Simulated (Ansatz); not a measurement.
# CHBF2O: small, medium and large basis sets

The task here is to estimate one member of a computed series from the others.

The runs use Ansatz 0.2.0, Gaussian basis; one geometry, several basis sets.

The runs, in order: PBE0-D4/def2-SVP; ωB97M-V/def2-SVP; PBE0-D4/def2-QZVPP; ωB97M-V/def2-QZVPP; the functionals' def2-TZVPP values are taken from earlier runs.

**The geometry**

All runs share one geometry, relaxed beforehand with PBE0-D4 in a triple-zeta def2 set.

SMILES `O=CB(F)F`, 6 atoms, charge 0, spin multiplicity 1.

Atoms are counted from 1 here; the program's logs count them from 0.

Bond lengths: O1–C2 1.205 Å, C2–B3 1.607 Å, C2–H6 1.113 Å, B3–F4 1.307 Å, B3–F5 1.314 Å. Angles: O1–C2–B3 121.7°, O1–C2–H6 120.2°, B3–C2–H6 118.2°, C2–B3–F4 121.2°, C2–B3–F5 119.8°, F4–B3–F5 119.1°.

The first run:

File in.yaml:

```yaml
crystal:
  periodic: [false, false, false]
  atoms:
    - {symbol: O, position_ang: [-0.202463, -0.978985, 1.477662]}
    - {symbol: C, position_ang: [-0.006322, 0.013417, 0.823613]}
    - {symbol: B, position_ang: [0.020507, -0.026357, -0.782401]}
    - {symbol: F, position_ang: [-0.174752, -1.141813, -1.434295]}
    - {symbol: F, position_ang: [0.242339, 1.078745, -1.458659]}
    - {symbol: H, position_ang: [0.162792, 0.990993, 1.327781]}
basis:
  gaussian: {orbitals: def2-SVP}
hamiltonian: {xc: pbe0, dispersion: d4}
output: {orbitals: {seedname: orbitals}}
```

On the command line:

```
> ansatz run in.yaml --threads 2 --pin off --events-out ev --progress --plain --max-ram 4352MiB
```

Among the steps run: PBE0-D4 in def2-SVP; ωB97M-V in def2-SVP; PBE0-D4 in def2-QZVPP; ωB97M-V in def2-QZVPP.

One of the session's tables, all rows but one given; the rest of the session is left out.

It belongs to the step «Density functionals: the series». 

| functional | basis | HOMO (eV) | LUMO (eV) |
| --- | --- | --- | --- |
| PBE0-D4 | def2-SVP | ? | ? |
| PBE0-D4 | def2-TZVPP | -7.86 | -2.78 |
| PBE0-D4 | def2-QZVPP | -7.90 | -2.82 |
| ωB97M-V | def2-SVP | -10.03 | -0.16 |
| ωB97M-V | def2-TZVPP | -10.25 | -0.45 |
| ωB97M-V | def2-QZVPP | -10.29 | -0.52 |

Estimate the missing values for PBE0-D4, def2-SVP.

**Answer.** HOMO (eV): -7.66; LUMO (eV): -2.57. In the column «HOMO (eV)» it is the highest.
